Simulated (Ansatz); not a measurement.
KPt under changes of volume

One of the cells (20.844 Å³/atom); the others are scaled copies at fixed shape and fractional positions:

```
Pt K
1.0
     3.00085    0.00000    0.00000
    -1.50042    2.59881    0.00000
     0.00000    0.00000    5.34558
Pt K
1 1
Direct
  0.66667 0.33333 0.00000
  0.00000 0.00000 0.50000
```

The cell comes from a database or a generator and needn't be the stable form of this composition.

| Item | Value |
| --- | --- |
| Program | Ansatz 0.2.0 |
| Functional | BLYP |
| Potentials or basis | all-electron LAPW, scalar-relativistic |
| Cutoff | 225 eV (chosen from the basis error) |
| Basis error allowed | 0.001 eV/atom |
| k mesh | 10 × 10 × 5 |
| Occupations | fermi-dirac, width 0.05 eV |
| Spin | no spin polarisation |

```tsv
volume (Å³/atom)	energy over the lowest point (meV/atom)	pressure (GPa)
19.593	79.43	10.1
20.010	55.84	8.1
20.427	?	?
20.844	22.51	4.8
21.261	11.77	3.5
21.678	4.39	2.3
22.095	0.00	1.2
```

**Question.** What does the run at 20.427 Å³/atom give?

**Answer.** Energy over the lowest point 37.05 meV/atom; pressure 6.4 GPa.

Worked out: A Birch-Murnaghan fit of order 3 (a polynomial in V^(-2/3)) to the other rows has its minimum at 22.60 Å³/atom, just outside them, with B0 = V·E''(V) = 48 GPa and B' = 5.4 at fixed shape and positions, which overstates the stiffness. It gives 37.04 meV/atom at 20.427 Å³/atom, against the run's 37.05, and -dE/dV = 6.4 GPa, against 6.4.

Energies are extrapolated to zero smearing.

The runs don't all hold the same shells in valence.
